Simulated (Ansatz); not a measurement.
# YPt3: the cost of one run

Method: DFT PBEsol, scalar-relativistic, plane waves, PAW, in Ansatz 0.2.0.

## (1) The system as given

The structure is cubic, space group Pm-3m (No. 221). Conventional cell: a = 4.076 Å, b = 4.076 Å, c = 4.076 Å, α = 90.00°, β = 90.00°, γ = 90.00°. Y (site symmetry m-3m) has 12 Pt at 2.88 Å in its first shell of neighbours. Pt (site symmetry 4/mmm) has 4 Y at 2.88 Å and 8 Pt at 2.88 Å in its first shell of neighbours.

Structure file:

```
Y Pt
1.0
     4.07610    0.00000    0.00000
     0.00000    4.07610    0.00000
     0.00000    0.00000    4.07610
Y Pt
1 3
Cartesian
  0.0000 0.0000 0.0000
  0.0000 2.0381 2.0381
  2.0381 2.0381 0.0000
  2.0381 0.0000 2.0381
```

(A quick probe on a coarse mesh, which set the mesh and smearing, is not shown.)

## (3) The relaxation

input.yaml

```yaml
crystal:
  lattice:
    - [4.0761012994, 0.0, 0.0]
    - [0.0, 4.0761012994, 0.0]
    - [0.0, 0.0, 4.0761012994]
  atoms:
    - { symbol: "Y", position: [0.0, 0.0, 0.0] }
    - { symbol: Pt, position: [0.0, 0.5, 0.5] }
    - { symbol: Pt, position: [0.5, 0.5, 0.0] }
    - { symbol: Pt, position: [0.5, 0.0, 0.5] }
basis:
  ecutwfc: 420
kpoints:
  mp_grid: { grid: [10, 10, 10] }
hamiltonian:
  xc: pbesol
scf:
  occupations: { method: gaussian, width: 0.1 }
output:
  forces: true
  stress: true
  eigenvalues: true
relax:
  adjacent_minimum: "off"
  f_tol: 0.005
  max_steps: 80
  cell: { stress_tol: 0.05 }
```

Command:

```
ansatz run input.yaml --threads 4 --pin off --max-ram 10240MiB --backend cpu --events-out ev --progress --plain --runs-dir out
```

What time and memory should one allow on 4 threads of Intel Xeon Platinum 8259CL at 2.50GHz (Skylake/Cascade Lake), shared host?

About 9.8 s, with a peak of 0.53 GiB.
